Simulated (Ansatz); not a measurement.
**Co: a frozen normal mode**

The task, for Co: trace the energy along mode 12.

Program: Ansatz 0.2.0. Level of theory: DFT PBEsol, scalar-relativistic, plane waves, PAW. These are calculated values, not measurements.

1 further run of the same task is left out (set aside as unsound or not needed). Runs told in other sessions of the task aren't counted.

## 1. The structure to begin with

It takes space group P6_3/mmc (No. 194, hexagonal). The conventional cell has a = 2.455 Å, b = 2.455 Å, c = 7.965 Å, α = 90.00°, β = 90.00°, γ = 120.00°. Co (site symmetry -3m) has 12 Co at 2.44 to 2.46 Å in its first shell of neighbours. Co (site symmetry -6m2) is surrounded by 12 Co at 2.44 to 2.46 Å.

Coordinates:

```
CELL_PARAMETERS angstrom
2.45521 0.00000 0.00000
-1.22761 2.12628 0.00000
0.00000 0.00000 7.96484
ATOMIC_POSITIONS crystal
Co 0.00000 0.00000 0.00000
Co 0.33333 0.66667 0.25000
Co 0.00000 0.00000 0.50000
Co 0.66667 0.33333 0.75000
```

It goes back to an entry of the Materials Project.

It is the result of an earlier relaxation at this level (volume 10.40 Å³/atom; gap on the mesh: none (metal), site moments up to 1.7 μB).

## 2. The reference cell

The reference gives a free energy of -20371.9613 eV, pressure 0.19 GPa, largest force 0.000 eV/Å and gap on the mesh none (metal). It was computed beforehand with the settings of the runs below.

## 3. Setting up a frozen normal mode

Mode 12 of the phonon run on this cell, counted from the lowest, is frozen in: each atom moves by x times its row below, so x is the largest displacement.

```
atom     ux     uy      uz
 Co1  0.000  0.000   1.000
 Co2  0.000  0.000  -1.000
 Co3  0.000  0.000   1.000
 Co4  0.000  0.000  -1.000
```

## 4. Point x = -0.120 Å

input.yaml

```yaml
crystal:
  lattice:
    - [2.4552110702, 0.0, 0.0]
    - [-1.2276055351, 2.1262751584, 0.0]
    - [0.0, 0.0, 7.9648408746]
  atoms:
    - { symbol: Co, position: [0.0, 0.0, -0.0150662144], spin: 1.81 }
    - { symbol: Co, position: [0.3333333333, 0.6666666667, 0.2650662144], spin: 1.83 }
    - { symbol: Co, position: [0.0, 0.0, 0.4849337856], spin: 1.81 }
    - { symbol: Co, position: [0.6666666667, 0.3333333333, 0.7650662144], spin: 1.83 }
basis:
  ecutwfc: 420
kpoints:
  mp_grid: { grid: [24, 24, 6] }
hamiltonian:
  xc: pbesol
scf:
  occupations: { method: gaussian, width: 0.15 }
output:
  forces: true
  stress: true
  eigenvalues: true
  populations: true
  write_density: true
  write_potential: true
  elf: true
  volumetric_format: npy
magnetization:
  spin_polarized: true
```

Launch:

```bash
$ ansatz run input.yaml --threads 2 --pin off --max-ram 5120MiB --backend cpu --events-out ev --progress --plain --runs-dir out
```

## 5. At x = 0.090 Å

input.yaml

```yaml
crystal:
  lattice:
    - [2.4552110702, 0.0, 0.0]
    - [-1.2276055351, 2.1262751584, 0.0]
    - [0.0, 0.0, 7.9648408746]
  atoms:
    - { symbol: Co, position: [0.0, 0.0, 0.0112996608], spin: 1.81 }
    - { symbol: Co, position: [0.3333333333, 0.6666666667, 0.2387003392], spin: 1.83 }
    - { symbol: Co, position: [0.0, 0.0, 0.5112996608], spin: 1.81 }
    - { symbol: Co, position: [0.6666666667, 0.3333333333, 0.7387003392], spin: 1.83 }
basis:
  ecutwfc: 420
kpoints:
  mp_grid: { grid: [24, 24, 6] }
hamiltonian:
  xc: pbesol
scf:
  occupations: { method: gaussian, width: 0.15 }
output:
  forces: true
  stress: true
  eigenvalues: true
  populations: true
magnetization:
  spin_polarized: true
```

## 6. x = -0.060 Å

input.yaml

```yaml
crystal:
  lattice:
    - [2.4552110702, 0.0, 0.0]
    - [-1.2276055351, 2.1262751584, 0.0]
    - [0.0, 0.0, 7.9648408746]
  atoms:
    - { symbol: Co, position: [0.0, 0.0, -0.0075331072], spin: 1.81 }
    - { symbol: Co, position: [0.3333333333, 0.6666666667, 0.2575331072], spin: 1.83 }
    - { symbol: Co, position: [0.0, 0.0, 0.4924668928], spin: 1.81 }
    - { symbol: Co, position: [0.6666666667, 0.3333333333, 0.7575331072], spin: 1.83 }
basis:
  ecutwfc: 420
kpoints:
  mp_grid: { grid: [24, 24, 6] }
hamiltonian:
  xc: pbesol
scf:
  occupations: { method: gaussian, width: 0.15 }
output:
  forces: true
  stress: true
  eigenvalues: true
  populations: true
magnetization:
  spin_polarized: true
```

## 7. At x = 0.030 Å

input.yaml

```yaml
crystal:
  lattice:
    - [2.4552110702, 0.0, 0.0]
    - [-1.2276055351, 2.1262751584, 0.0]
    - [0.0, 0.0, 7.9648408746]
  atoms:
    - { symbol: Co, position: [0.0, 0.0, 0.0037665536], spin: 1.81 }
    - { symbol: Co, position: [0.3333333333, 0.6666666667, 0.2462334464], spin: 1.83 }
    - { symbol: Co, position: [0.0, 0.0, 0.5037665536], spin: 1.81 }
    - { symbol: Co, position: [0.6666666667, 0.3333333333, 0.7462334464], spin: 1.83 }
basis:
  ecutwfc: 420
kpoints:
  mp_grid: { grid: [24, 24, 6] }
hamiltonian:
  xc: pbesol
scf:
  occupations: { method: gaussian, width: 0.15 }
output:
  forces: true
  stress: true
  eigenvalues: true
  populations: true
magnetization:
  spin_polarized: true
```

## 8. x = 0.105 Å

input.yaml

```yaml
crystal:
  lattice:
    - [2.4552110702, 0.0, 0.0]
    - [-1.2276055351, 2.1262751584, 0.0]
    - [0.0, 0.0, 7.9648408746]
  atoms:
    - { symbol: Co, position: [0.0, 0.0, 0.0131829376], spin: 1.81 }
    - { symbol: Co, position: [0.3333333333, 0.6666666667, 0.2368170624], spin: 1.83 }
    - { symbol: Co, position: [0.0, 0.0, 0.5131829376], spin: 1.81 }
    - { symbol: Co, position: [0.6666666667, 0.3333333333, 0.7368170624], spin: 1.83 }
basis:
  ecutwfc: 420
kpoints:
  mp_grid: { grid: [24, 24, 6] }
hamiltonian:
  xc: pbesol
scf:
  occupations: { method: gaussian, width: 0.15 }
output:
  forces: true
  stress: true
  eigenvalues: true
  populations: true
magnetization:
  spin_polarized: true
```

## 9. x = 0.075 Å

input.yaml

```yaml
crystal:
  lattice:
    - [2.4552110702, 0.0, 0.0]
    - [-1.2276055351, 2.1262751584, 0.0]
    - [0.0, 0.0, 7.9648408746]
  atoms:
    - { symbol: Co, position: [0.0, 0.0, 0.009416384], spin: 1.81 }
    - { symbol: Co, position: [0.3333333333, 0.6666666667, 0.240583616], spin: 1.83 }
    - { symbol: Co, position: [0.0, 0.0, 0.509416384], spin: 1.81 }
    - { symbol: Co, position: [0.6666666667, 0.3333333333, 0.740583616], spin: 1.83 }
basis:
  ecutwfc: 420
kpoints:
  mp_grid: { grid: [24, 24, 6] }
hamiltonian:
  xc: pbesol
scf:
  occupations: { method: gaussian, width: 0.15 }
output:
  forces: true
  stress: true
  eigenvalues: true
  populations: true
magnetization:
  spin_polarized: true
```

## 10. Point x = 0.045 Å

input.yaml

```yaml
crystal:
  lattice:
    - [2.4552110702, 0.0, 0.0]
    - [-1.2276055351, 2.1262751584, 0.0]
    - [0.0, 0.0, 7.9648408746]
  atoms:
    - { symbol: Co, position: [0.0, 0.0, 0.0056498304], spin: 1.81 }
    - { symbol: Co, position: [0.3333333333, 0.6666666667, 0.2443501696], spin: 1.83 }
    - { symbol: Co, position: [0.0, 0.0, 0.5056498304], spin: 1.81 }
    - { symbol: Co, position: [0.6666666667, 0.3333333333, 0.7443501696], spin: 1.83 }
basis:
  ecutwfc: 420
kpoints:
  mp_grid: { grid: [24, 24, 6] }
hamiltonian:
  xc: pbesol
scf:
  occupations: { method: gaussian, width: 0.15 }
output:
  forces: true
  stress: true
  eigenvalues: true
  populations: true
magnetization:
  spin_polarized: true
```

## 11. Point x = 0.015 Å

input.yaml

```yaml
crystal:
  lattice:
    - [2.4552110702, 0.0, 0.0]
    - [-1.2276055351, 2.1262751584, 0.0]
    - [0.0, 0.0, 7.9648408746]
  atoms:
    - { symbol: Co, position: [0.0, 0.0, 0.0018832768], spin: 1.81 }
    - { symbol: Co, position: [0.3333333333, 0.6666666667, 0.2481167232], spin: 1.83 }
    - { symbol: Co, position: [0.0, 0.0, 0.5018832768], spin: 1.81 }
    - { symbol: Co, position: [0.6666666667, 0.3333333333, 0.7481167232], spin: 1.83 }
basis:
  ecutwfc: 420
kpoints:
  mp_grid: { grid: [24, 24, 6] }
hamiltonian:
  xc: pbesol
scf:
  occupations: { method: gaussian, width: 0.15 }
output:
  forces: true
  stress: true
  eigenvalues: true
  populations: true
magnetization:
  spin_polarized: true
```

(Steps that only read results are left out.)

Q: Predict the outcome of this session. Wanted: harmonic wavenumber of the mode.

As calculated:

| quantity | value |
| --- | --- |
| harmonic wavenumber of the mode | 258 cm⁻¹ |
| the same from the force at an amplitude of 0.015 Å | 259 cm⁻¹ |

The force at the smallest amplitude gives 259 cm⁻¹ against 258 cm⁻¹ from the phonon run, so the curve is close to a parabola there. No sampled point lies below the undisturbed cell.
